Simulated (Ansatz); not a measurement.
# GeBrF₂ radical: basis-set convergence

The task here is to estimate one member of a computed series from the others.

Program: Ansatz 0.2.0, Gaussian basis. Level of theory: one geometry, several basis sets. These are calculated values, not measurements.

Plan: PBE0-D4/def2-SVP; ωB97M-V/def2-SVP; PBE0-D4/def2-QZVPP; ωB97M-V/def2-QZVPP; the functionals' def2-TZVPP values are taken from earlier runs.

### Structure used throughout

An earlier PBE0-D4 in a triple-zeta def2 set relaxation fixed the geometry.

SMILES `[F][Ge]([F])[Br]`, 4 atoms, charge 0, spin multiplicity 2.

Atoms are counted from 1 here; the program's logs count them from 0.

Bond lengths: F1–Ge2 1.727 Å, Ge2–F3 1.727 Å, Ge2–Br4 2.302 Å. Angles: F1–Ge2–F3 103.8°, F1–Ge2–Br4 108.9°, F3–Ge2–Br4 108.9°.

Set-up of the first run:

Input file in.yaml:

```yaml
crystal:
  periodic: [false, false, false]
  atoms:
    - {symbol: F, position_ang: [1.069456, 0.798484, 0.998724]}
    - {symbol: Ge, position_ang: [-0.237902, -0.184042, 0.443567]}
    - {symbol: F, position_ang: [0.543723, -1.585539, -0.194912]}
    - {symbol: Br, position_ang: [-1.319677, 0.910898, -1.267679]}
basis:
  gaussian: {orbitals: def2-SVP}
magnetization: {spin_polarized: true, initial_magnetization: 1}
hamiltonian: {xc: pbe0, dispersion: d4}
output: {orbitals: {seedname: orbitals}}
```

Among the steps run: PBE0-D4 in def2-SVP; ωB97M-V in def2-SVP; PBE0-D4 in def2-QZVPP; ωB97M-V in def2-QZVPP.

One table of the session follows, with a row left open; its other results are not shown here.

It belongs to the step «Density functionals: the series». 

```
functional       basis  HOMO (eV)  LUMO (eV)
   PBE0-D4    def2-SVP      -7.93      -4.67
   PBE0-D4  def2-TZVPP      -8.03      -4.73
   PBE0-D4  def2-QZVPP      -8.06      -4.77
   ωB97M-V    def2-SVP      -9.92      -2.77
   ωB97M-V  def2-TZVPP     -10.04      -2.89
   ωB97M-V  def2-QZVPP          ?          ?
```

**Question.** Estimate the row for ωB97M-V, def2-QZVPP.

As computed: HOMO (eV): -10.09; LUMO (eV): -2.97. In the column «HOMO (eV)» it is the lowest.
